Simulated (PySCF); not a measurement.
# C₃H₇B₂FO: electronic excitations

What electronic excitations should C₃H₇B₂FO (`BOB[C@@H]1C[C@@H]1F`) show?

The runs use PySCF 2.14.0, with density-fitted response routines of our own; the level of theory stands in each step. All values are computed, except where a source is named. Atoms are numbered from 0 throughout.

### 1 Starting geometry

14 atoms, charge 0, multiplicity 1; geometry from: GFN2-xTB.

Bonds of the start (Å): B0–O1 1.30, O1–B2 1.30, B2–C3 1.58, C3–C4 1.52, C4–C5 1.48, C5–F6 1.36, C5–C3 1.51, B0–H7 1.18, B0–H8 1.18, B2–H9 1.18, C3–H10 1.09, C4–H11 1.08, C4–H12 1.08, C5–H13 1.08.

### 2 Excited states and response: CAM-B3LYP/def2-SVPD

Job settings and geometry (Å):

```
{"job": {"kind": "uv", "xc": "CAM-B3LYP", "basis": "def2-SVPD", "nstates": 8, "ntriplets": 3}, "charge": 0, "multiplicity": 1}
B      2.971440     0.421744     0.650669
O      1.828395     0.363642     0.042621
B      0.672524     0.294567    -0.548144
C     -0.576997    -0.268912     0.238987
C     -1.681439    -1.005506    -0.499970
C     -1.942406     0.340896     0.062871
F     -2.090773     1.385837    -0.802204
H      3.266052     1.397673     1.244888
H      3.703194    -0.503232     0.598593
H      0.569022     0.646743    -1.667925
H     -0.387703    -0.620067     1.248599
H     -2.145800    -1.860170    -0.032621
H     -1.588428    -1.077718    -1.572127
H     -2.597759     0.484030     0.914033
```

With the program's defaults for keys left out, this is: TDDFT CAM-B3LYP/def2-SVPD, vertical, gas phase, core orbitals frozen in the response.

Started as:

```sh
$ OMP_NUM_THREADS=1 python probes_run.py task.json out
```

This one command runs all jobs of the session in turn.

What will the session give for the following? lowest singlet (CAM-B3LYP/def2-SVPD); brightest single state of those computed; lowest triplet. Wanted: lowest singlet; brightest single state of those computed; lowest triplet.

The runs gave:

| quantity | value |
| --- | --- |
| lowest singlet (CAM-B3LYP/def2-SVPD) | 6.12 eV (202 nm), f = 0.000 |
| brightest single state of those computed | state 5, 7.61 eV, f = 0.257 |
| lowest triplet | 5.57 eV |

In words: The lowest singlet, at 6.12 eV, is HOMO−1→LUMO 0.47, HOMO−3→LUMO 0.30 and is dark; of the 8 states computed, the strongest absorption comes from state 5 at 7.61 eV. The lowest triplet lies 0.55 eV below the lowest singlet (triplets in Tamm-Dancoff, singlets in full TDDFT).
